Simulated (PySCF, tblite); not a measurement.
# C2H6N2SeSi3: geometry, infrared bands and NMR shifts

Wanted: the infrared bands and NMR shifts of C2H6N2SeSi3 (`N#C[Si]([SiH3])(C#N)[Se][SiH3]`), by calculation.

Programs: tblite 0.8.0 and PySCF 2.14.0, with density-fitted response routines of our own. Each step states its level of theory. These are calculated values for one molecule in the gas phase, unless marked as measured. Atoms are numbered from 0 throughout.

### Step 1. The starting structure

14 atoms, charge 0, multiplicity 1; geometry from: force field or distance geometry start.

Bonds of the start (Å): N0–C1 1.15, C1–Si2 1.82, Si2–Si3 2.22, Si2–C4 1.82, C4–N5 1.16, Si2–Se6 2.28, Se6–Si7 2.27, Si3–H8 1.47, Si3–H9 1.47, Si3–H10 1.48, Si7–H11 1.48, Si7–H12 1.46, Si7–H13 1.48.

### Step 2. Optimising the geometry with GFN2-xTB

Job settings and geometry (Å):

```
{"job": {"kind": "relax", "xc": "GFN2-xTB", "basis": "xTB"}, "charge": 0, "multiplicity": 1}
N      0.205900    -2.150300    -2.054700
C      0.319900    -1.306000    -1.274900
Si     0.532800    -0.000500    -0.023500
Si     2.571300    -0.124500     0.838900
C      0.326500     1.624300    -0.810800
N      0.197100     2.659300    -1.324800
Se    -1.012600    -0.246700     1.641500
Si    -2.757500    -0.022800     0.200000
H      3.574100     0.026400    -0.219800
H      2.740000     0.929600     1.853200
H      2.738800    -1.446600     1.485500
H     -4.031200    -0.142500     0.940500
H     -2.706400     1.288700    -0.449400
H     -2.699500    -1.088700    -0.823700
```

Started as:

```bash
$ OMP_NUM_THREADS=1 python probes_run.py task.json out
```

This one command runs all jobs of the session in turn.

**Question.** This job is followed by: GFN2-xTB harmonic vibrations, gas phase; GIAO PBE0/pcSseg-1 NMR shielding, non-relativistic, gas phase. What will the session give for the following? strongest single infrared mode (GFN2-xTB); zero-point energy (GFN2-xTB); ¹³C shifts against TMS (PBE0/pcSseg-1, means over atoms taken as alike); ¹H shifts against TMS (PBE0/pcSseg-1, means over atoms taken as alike); ¹⁵N shifts against NH3 (PBE0/pcSseg-1, means over atoms taken as alike); ²⁹Si shifts against TMS (PBE0/pcSseg-1); ⁷⁷Se shifts against Me2Se (PBE0/pcSseg-1).

As calculated:

| quantity | value |
| --- | --- |
| strongest single infrared mode (GFN2-xTB) | 747 cm⁻¹, 1286 km/mol |
| zero-point energy (GFN2-xTB) | 41.7 kcal/mol |
| ¹³C shifts against TMS (PBE0/pcSseg-1, means over atoms taken as alike) | 120.9 ppm |
| ¹H shifts against TMS (PBE0/pcSseg-1, means over atoms taken as alike) | 5.01, 3.93 ppm |
| ¹⁵N shifts against NH3 (PBE0/pcSseg-1, means over atoms taken as alike) | 369.1 ppm |
| ²⁹Si shifts against TMS (PBE0/pcSseg-1) | -54.4, -59.0, -101.7 ppm |
| ⁷⁷Se shifts against Me2Se (PBE0/pcSseg-1) | -467 ppm |

What this shows: Over 67 steps the energy fell by 0.378 eV; of the close pairs, Si2–Si3 changed most, 2.217 to 2.338 Å. The lowest mode is imaginary (26i cm⁻¹), so the xTB geometry is not a minimum. Unscaled tight-binding wavenumbers are off by several per cent, some by more. Its intensities can rank the bands wrongly. At PBE0/pcSseg-1: Shielding is most anisotropic at N0, N5 (span 575 ppm, paramagnetic term -439 ppm). Spin-orbit coupling is left out, which matters for shieldings and couplings at and beside the heavy atoms.
